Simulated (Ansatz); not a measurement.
# KCa4: the cost of one run

Computed with Ansatz 0.2.0 (DFT PBEsol, scalar-relativistic, plane waves, PAW, unless a step's input says otherwise).

The COD cell was measured well above room temperature, so it is larger than a cold one.

3 further runs of the same task are left out: 3 set aside as unsound or not needed.

## Step 1: Starting point

Symmetry: P4mm, No. 99, tetragonal system. The conventional cell has a = 4.323 Å, b = 4.323 Å, c = 23.485 Å, α = 90.00°, β = 90.00°, γ = 90.00°. Ca (site symmetry 4mm) is surrounded by 9 Ca at 3.74 to 4.32 Å. Ca (site symmetry 4mm) is surrounded by 8 Ca at 3.70 to 3.74 Å. Ca (site symmetry 4mm) is surrounded by 13 Ca at 3.70 to 4.32 Å. Around Ca (site symmetry 4mm) lie 9 Ca at 3.77 to 4.32 Å.

Structure file:

```cif
data_structure
_symmetry_space_group_name_H-M 'P 1'
_symmetry_Int_Tables_number 1
_cell_length_a 4.3230
_cell_length_b 4.3230
_cell_length_c 23.4845
_cell_angle_alpha 90.000
_cell_angle_beta 90.000
_cell_angle_gamma 90.000
_cell_volume 438.89
loop_
_atom_site_label
_atom_site_type_symbol
_atom_site_fract_x
_atom_site_fract_y
_atom_site_fract_z
_atom_site_occupancy
Ca1 Ca 0.50000 0.50000 0.36194 1
Ca2 Ca 0.00000 0.00000 0.45398 1
Ca3 Ca 0.50000 0.50000 0.54269 1
Ca4 Ca 0.00000 0.00000 0.63687 1
```

Miller indices refer to the conventional cell of the relaxed bulk, Im-3m (No. 229): a = 4.323 Å, b = 4.323 Å, c = 4.323 Å, α = 90.00°, β = 90.00°, γ = 90.00°.

This (100) slab, 6.5 Å thick as cut, with 17 Å of vacuum; its outer planes are Ca (top) and Ca (bottom), was relaxed beforehand with its lower half held: -7173.6638 eV, work function 2.77 eV.

## Step 2: K at the top (Ca) site

File input.yaml:

```yaml
crystal:
  lattice:
    - [4.3230136922, 0.0, 0.0]
    - [0.0, 4.3230136922, 0.0]
    - [0.0, 0.0, 25.4845205383]
  atoms:
    - { symbol: Ca, position: [0.5, 0.5, 0.3335358022] }
    - { symbol: Ca, position: [0.0, 0.0, 0.4183522633] }
    - { symbol: Ca, position: [0.5, 0.5, 0.500102806] }
    - { symbol: Ca, position: [0.0, 0.0, 0.5868893942] }
    - { symbol: K, position: [0.0, 0.0, 0.7359995176] }
basis:
  ecutwfc: 420
kpoints:
  mp_grid: { grid: [7, 7, 1] }
hamiltonian:
  xc: pbesol
scf:
  occupations: { method: gaussian, width: 0.1 }
output:
  forces: true
  eigenvalues: true
relax:
  adjacent_minimum: "off"
  f_tol: 0.03
  max_steps: 70
  constraints: [{ sites: [0, 1] }]
efield:
  axis: 3
  dipole_correction: true
```

What time and memory should one allow on 1 thread of an Arm CPU, shared host?

About 31 s, with a peak of 0.52 GiB.
